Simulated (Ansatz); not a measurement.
CH5BClNS, SMILES CSB(N)Cl: vertical spin-state energies, run with the Ansatz DFT code, driven from Python.

The script, `ch5bclns_spin.py`:
```python
# -*- coding: utf-8 -*-
"""Gap between spin states of CH5BClNS at one geometry."""

import warnings

import ansatz as az

BASIS = "cc-pVDZ"
XC = "PBE"

GEOMETRY = """
C    -1.13030    0.12680    1.15190
S     0.15720    1.28670    0.62180
B     0.46860    0.36630   -1.00210
N     1.60900   -0.73930   -1.03270
Cl   -0.40210    0.82540   -2.54100
H    -0.79260   -0.84600    1.26180
H    -1.55460    0.52120    2.11760
H    -1.96040    0.19860    0.38500
H     1.24780   -1.44910   -0.28460
H     2.44040   -0.34170   -0.67470
"""


def main():
    warnings.simplefilter("ignore", az.DeckWarning)

    mol = az.Crystal.molecule()
    for line in GEOMETRY.strip().splitlines():
        symbol, *xyz = line.split()
        mol = mol.atom(symbol, [float(v) for v in xyz])

    job = mol.calculation().basis(gaussian=BASIS).functional(XC)
    found = {}
    for unpaired in [0, 2]:
        r = job.spin("collinear", total=unpaired).run(threads=1, pin="off").report
        s = unpaired / 2
        found[unpaired] = r["free_energy_ev"]
        print(f"2S+1 = {unpaired + 1}: E = {found[unpaired]:.5f} eV, <S^2> = {abs(r['mean_field']['state']['spin_squared']):.3f} (pure state {s * (s + 1):.2f})")
    lowest = min(found, key=found.get)
    for unpaired, e in found.items():
        print(f"multiplicity {unpaired + 1}: {96.485332 * (e - found[lowest]):.1f} kJ/mol above the lowest")


if __name__ == "__main__":
    main()
```

Which spin state is lowest at this geometry, and how far above lie the others?

In order: multiplicity 1 (+0.00 eV) and multiplicity 3 (+2.77 eV), all at the one geometry.

What the script printed:

```console
$ python ch5bclns_spin.py
2S+1 = 1: E = -26630.16228 eV, <S^2> = 0.000 (pure state 0.00)
2S+1 = 3: E = -26627.39046 eV, <S^2> = 2.005 (pure state 2.00)
multiplicity 1: 0.0 kJ/mol above the lowest
multiplicity 3: 267.4 kJ/mol above the lowest
```

Reading the output:
- Total energies depend on the basis set; only differences at equal settings carry meaning.
- The geometry is a force-field or estimated start, not a minimum of this method, and the basis set is short of its limit. All parts are taken at fixed geometry, without zero-point energy.
- The whole script took 17 s on 1 thread of Arm Neoverse V1, with other jobs on the host, peak memory 0.25 GiB.
